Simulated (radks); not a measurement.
**Fe⁴⁺ in [Ne] 3s1.5 3p6 3d4 4f0.5: an all-electron calculation**

One table from this session's results is given with a row withheld; the runs are named, their logs left out.

Method: scalar-relativistic Kohn-Sham, exchange-only PBE, spin-polarised, spherical densities, finite nucleus; open shells are filled with parallel spins first. Code: radks (a radial shooting solver on a logarithmic mesh, Libxc functionals) version 1.

## What is computed

* element: iron (Z = 26)
* charge: +4
* electrons: 22
* configuration: [Ne] 3s1.5 3p6 3d4 4f0.5
* nuclear rms radius: 3.7377 fm

The first run:

The run's settings:

```text
Z 26
configuration [Ne] 3s1.5 3p6 3d4 4f0.5
relativity scalar-relativistic
functional pbe,
spin polarised
nucleus finite rms 3.7377 fm
c 137.035999084
```

Steps of the session up to this table: Self-consistent calculation.

One of the session's tables, all rows but one given; the rest of the session is left out.

It belongs to the step «Radial structure». Sizes of the orbitals, from the radial functions (bohr):

| level | <r> | outermost maximum (interpolated) | 90 % within | nodes |
| --- | --- | --- | --- | --- |
| 1s up | 0.05845 | 0.0383 | 0.104 | 0 |
| 1s down | 0.05846 | 0.0383 | 0.104 | 0 |
| 2s up | ? | ? | ? | ? |
| 2s down | 0.2666 | 0.222 | 0.413 | 1 |
| 2p up | 0.2357 | 0.180 | 0.386 | 0 |
| 2p down | 0.2351 | 0.180 | 0.385 | 0 |
| 3s up | 0.7878 | 0.693 | 1.17 | 2 |
| 3s down | 0.7933 | 0.694 | 1.18 | 2 |
| 3p up | 0.8180 | 0.700 | 1.25 | 1 |
| 3p down | 0.8267 | 0.703 | 1.26 | 1 |
| 3d up | 0.8866 | 0.663 | 1.45 | 0 |
| 3d down | 0.9132 | 0.672 | 1.51 | 0 |
| 4f up | 3.550 | 3.14 | 5.24 | 0 |

Q: Estimate the row for 2s up from the others.

As computed: <r>: 0.2671; outermost maximum (interpolated): 0.222; 90 % within: 0.414; nodes: 1. In the column «<r>» it lies between 2s down (0.2666) and 3s up (0.7878).
